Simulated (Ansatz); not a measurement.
I need a check of forces and pressure against finite differences of Al (distorted cell). Use the Python package of Ansatz (0.2.0). Level of theory (first run): r2SCAN, PAW, cutoff 650 eV, 6×6×2 k-points, Fermi-Dirac smearing of 0.15 eV.

```yaml
crystal:
  lattice:
    - [2.82708, 0.00000, 0.00000]
    - [-1.41354, 2.44832, 0.00000]
    - [0.00000, 0.00000, 9.18599]
  atoms:
    - { symbol: Al, position: [0.00770, 0.99596, 0.00119] }
    - { symbol: Al, position: [0.33952, 0.66890, 0.24984] }
    - { symbol: Al, position: [0.99889, 0.00017, 0.49987] }
    - { symbol: Al, position: [0.67292, 0.33890, 0.75096] }
```

`fdcheck_al.py`:
```python
"""Forces and pressure of Al against finite differences of the energy with displaced atoms."""

import argparse
import warnings

import ansatz
import numpy as np

parser = argparse.ArgumentParser(description="Forces and pressure of Al against finite differences of the energy with displaced atoms.")
parser.add_argument("--filling", default="Fermi-Dirac", help="how the bands are filled")
parser.add_argument("--functional", default="r2scan", help="exchange-correlation functional")
parser.add_argument("--cutoff", type=float, required=True, help="plane-wave cutoff (eV)")
parser.add_argument("--mesh", type=int, nargs=3, required=True, help="k-point sampling")
parser.add_argument("--scf-tol", type=float, default=1e-09, help="SCF tolerance (eV)")
args = parser.parse_args()

VECTORS = np.array([
    [2.82708, 0.0, 0.0],
    [-1.41354, 2.44832, 0.0],
    [0.0, 0.0, 9.18599],
])
SITES = [
    ("Al", [0.0077, 0.99596, 0.00119]),
    ("Al", [0.33952, 0.6689, 0.24984]),
    ("Al", [0.99889, 0.00017, 0.49987]),
    ("Al", [0.67292, 0.3389, 0.75096]),
]


def make_crystal(cell):
    crystal = ansatz.Crystal(lattice=ansatz.Lattice.of(cell))
    for symbol, position in SITES:
        crystal = crystal.atom(symbol, position)
    return crystal

warnings.simplefilter("ignore", ansatz.DeckWarning)

def solve(crystal):
    return (
        crystal.calculation()
        .occupations(args.filling, width=150 * ansatz.meV)
        .functional(args.functional)
        .basis(args.cutoff, xc_grid=2)
        .kpoints(*args.mesh)
        .scf(tolerance=args.scf_tol)
        .forces()
        .stress()
        .run(threads=1)
    ).report


centre = solve(make_crystal(VECTORS))
start = make_crystal(VECTORS)
# central difference: F = -(E(+h) - E(-h)) / 2h
print(f"force on atom 1 along y: analytic {centre['forces_ev_ang'][1][1]:.4f} eV/A")
for h in (0.005, 0.02):
    shift = np.eye(3)[1] * h @ np.linalg.inv(VECTORS)
    plus, minus = (solve(start.move(1, to=np.array(SITES[1][1]) + sign * shift))["lagrangian_ev"] for sign in (1, -1))
    print(f"  step {h} A: numerical {-(plus - minus) / (2 * h):.4f} eV/A")
# P = -dF/dV; the difference feels the change of the plane-wave count with the cell
volume = abs(np.linalg.det(VECTORS))
larger, smaller = (solve(make_crystal(VECTORS * (1 + sign * 0.005) ** (1 / 3)))["lagrangian_ev"] for sign in (1, -1))
numerical = -(larger - smaller) / (0.01 * volume) * 160.21766
print(f"pressure: analytic {np.trace(centre['stress_gpa']) / 3:.3f}, numerical {numerical:.3f} GPa")
```

Running `python fdcheck_al.py --cutoff 650.0 --mesh 6 6 2` prints:
```text
force on atom 1 along y: analytic -0.0131 eV/A
  step 0.005 A: numerical -0.0130 eV/A
  step 0.02 A: numerical -0.0129 eV/A
pressure: analytic 0.900, numerical 0.902 GPa
```

What to keep in mind:
- The mesh is modest for a metal, so energies can be off by several to tens of meV an atom and pressures by half a GPa or more; differences at equal mesh fare better.
- The smearing is wide enough that free energy and stress hold a thermal part of the electrons.
- The program warned that this SCF threshold is loose for forces or stresses.
- Pressure is positive in compression.
- The cell is a database structure, distorted on purpose.
- The central difference errs as the square of the step, so the shorter step is the fairer test; what remains comes from the finite grid and the SCF threshold.
- The script silences the warnings on its input, which a real study should read.
- The whole script took 100 s on 1 thread of Arm Neoverse V1 (shared host), peak memory 0.47 GiB.
